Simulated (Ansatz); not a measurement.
# CH7B2N: basis-set convergence

An exercise on one series of results from a longer session: the logs are not shown, and one member is left open.

The runs use Ansatz 0.2.0, Gaussian basis; one geometry, several basis sets.

Levels to be run: PBE0-D4/def2-SVP; ωB97M-V/def2-SVP; PBE0-D4/def2-QZVPP; ωB97M-V/def2-QZVPP; CCSD(T)/cc-pV(D+d)Z; CCSD(T)/cc-pV(T+d)Z; CCSD(T)/cc-pV(Q+d)Z; the functionals' def2-TZVPP values are taken from earlier runs.

## Structure used throughout

An earlier PBE0-D4 in a triple-zeta def2 set relaxation fixed the geometry.

SMILES `BN(B)C`, 11 atoms, charge 0, spin multiplicity 1.

Atoms are counted from 1 here; the program's logs count them from 0.

Bond lengths: B1–N2 1.418 Å, B1–H5 1.198 Å, B1–H6 1.193 Å, N2–B3 1.420 Å, N2–C4 1.464 Å, B3–H7 1.198 Å, B3–H8 1.192 Å, C4–H9 1.092 Å, C4–H10 1.089 Å, C4–H11 1.092 Å. Angles: N2–B1–H5 119.3°, N2–B1–H6 118.9°, H5–B1–H6 121.8°, B1–N2–B3 120.6°, B1–N2–C4 120.4°, B3–N2–C4 118.9°, N2–B3–H7 119.1°, N2–B3–H8 119.1°, H7–B3–H8 121.8°, N2–C4–H9 110.7°, N2–C4–H10 110.1°, N2–C4–H11 110.7°, H9–C4–H10 108.7°, H9–C4–H11 108.0°, H10–C4–H11 108.7°.

Set-up of the first run:

File in.yaml:

```yaml
crystal:
  periodic: [false, false, false]
  atoms:
    - {symbol: B, position_ang: [-0.785422, 1.274464, 0.007399]}
    - {symbol: N, position_ang: [-0.055215, 0.064416, 0.118400]}
    - {symbol: B, position_ang: [0.129562, -0.555420, 1.382799]}
    - {symbol: C, position_ang: [0.520479, -0.566133, -1.070418]}
    - {symbol: H, position_ang: [-0.927217, 1.777490, -1.070610]}
    - {symbol: H, position_ang: [-1.242857, 1.764419, 0.994067]}
    - {symbol: H, position_ang: [0.751564, -1.577706, 1.444977]}
    - {symbol: H, position_ang: [-0.338122, -0.044774, 2.353475]}
    - {symbol: H, position_ang: [1.603983, -0.655407, -0.972753]}
    - {symbol: H, position_ang: [0.297735, 0.029683, -1.954913]}
    - {symbol: H, position_ang: [0.110810, -1.568033, -1.211824]}
basis:
  gaussian: {orbitals: def2-SVP}
hamiltonian: {xc: pbe0, dispersion: d4}
output: {orbitals: {seedname: orbitals}}
```

The run is started by

```
ansatz run in.yaml --threads 2 --pin off --events-out ev --progress --plain --max-ram 22528MiB --backend cpu
```

Steps of the session up to this table: PBE0-D4 in def2-SVP; ωB97M-V in def2-SVP; PBE0-D4 in def2-QZVPP; ωB97M-V in def2-QZVPP.

One table of the session follows, with a row left open; its other results are not shown here.

```
functional       basis  HOMO (eV)
   PBE0-D4    def2-SVP          ?
   PBE0-D4  def2-TZVPP      -8.73
   PBE0-D4  def2-QZVPP      -8.74
   ωB97M-V    def2-SVP     -11.02
   ωB97M-V  def2-TZVPP     -11.05
   ωB97M-V  def2-QZVPP     -11.05
```

Estimate the missing values for PBE0-D4, def2-SVP.

The run gave: HOMO (eV): -8.72. In the column «HOMO (eV)» it is the highest.
